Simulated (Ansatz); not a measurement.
# Al2Cl: one candidate of a structure search

The task: take a trial cell of Al2Cl to zero force and stress.

Program: Ansatz 0.2.0. Level of theory: DFT PBE, scalar-relativistic, plane waves, PAW. These are calculated values, not measurements.

2 further runs of the same task are left out: 1 that didn't finish, 1 set aside as unsound or not needed.

## (1) The starting structure

Symmetry: Pn-3m, No. 224, cubic system. Conventional cell: a = 5.241 Å, b = 5.241 Å, c = 5.241 Å, α = 90.00°, β = 90.00°, γ = 90.00°. Al (site symmetry -3m) has 2 Cl at 2.27 Å as nearest neighbours. Cl (site symmetry -43m) is surrounded by 4 Al at 2.27 Å.

Structure file:

```cif
data_structure
_symmetry_space_group_name_H-M 'P 1'
_symmetry_Int_Tables_number 1
_cell_length_a 5.2415
_cell_length_b 5.2415
_cell_length_c 5.2415
_cell_angle_alpha 90.000
_cell_angle_beta 90.000
_cell_angle_gamma 90.000
_cell_volume 144.00
loop_
_atom_site_label
_atom_site_type_symbol
_atom_site_fract_x
_atom_site_fract_y
_atom_site_fract_z
_atom_site_occupancy
Al1 Al 0.25000 0.25000 0.25000 1
Al2 Al 0.75000 0.75000 0.25000 1
Al3 Al 0.75000 0.25000 0.75000 1
Al4 Al 0.25000 0.75000 0.75000 1
Cl1 Cl 0.00000 0.00000 0.00000 1
Cl2 Cl 0.50000 0.50000 0.50000 1
```

The cell is invented: random cell by space group and Wyckoff sites (Pn-3m, No. 224). Lengths come from tabulated atomic sizes and are only a guess.

## (2) A first look at the guess

Contents of input.yaml:

```yaml
crystal:
  lattice:
    - [5.24146722, 0.0, 0.0]
    - [0.0, 5.24146722, 0.0]
    - [0.0, 0.0, 5.24146722]
  atoms:
    - { symbol: Al, position: [0.25, 0.25, 0.25] }
    - { symbol: Al, position: [0.75, 0.75, 0.25] }
    - { symbol: Al, position: [0.75, 0.25, 0.75] }
    - { symbol: Al, position: [0.25, 0.75, 0.75] }
    - { symbol: Cl, position: [0.0, 0.0, 0.0] }
    - { symbol: Cl, position: [0.5, 0.5, 0.5] }
basis:
  ecutwfc: 420
kpoints:
  mp_grid: { grid: [4, 4, 4] }
hamiltonian:
  xc: pbe
scf:
  occupations: { method: gaussian, width: 0.1 }
  lower_state_search: "off"
output:
  forces: true
  stress: true
  eigenvalues: true
```

On the command line:

```
$ ansatz run input.yaml --threads 1 --pin off --max-ram 2560MiB --backend cpu --events-out ev --progress --plain --runs-dir out
```

The session goes on with these runs: coarse relaxation; final relaxation; the kicked end on a coarse mesh; coarse relaxation (after the kick); another rough relaxation (after the kick).

Before running it: what results should come out? Wanted: conventional cell; volume; energy over the elements; gap on the mesh.

As calculated:

```
                                                              quantity                                                                      value
                          symmetry at the first end (tolerance 0.05 Å)                                                space group Pn-3m (No. 224)
                                                     conventional cell  a = 6.112 Å, b = 6.112 Å, c = 6.112 Å, α = 90.00°, β = 90.00°, γ = 90.00°
                                                                volume                                                              38.05 Å³/atom
energy over the elements (uncorrected; H, N, O, F and Cl as molecules)                                                              +0.61 eV/atom
                                                       gap on the mesh                                                               none (metal)
```

What this shows: The space group Pn-3m (No. 224) is kept, and the volume per atom grows by 58.5 % from the first guess. With a positive formation energy it can't be a ground state. No finished test with a distortion of lower symmetry is shown, so the end may be a saddle point. Spin polarisation is off in the runs that give these values; a magnetic solution could lie lower.
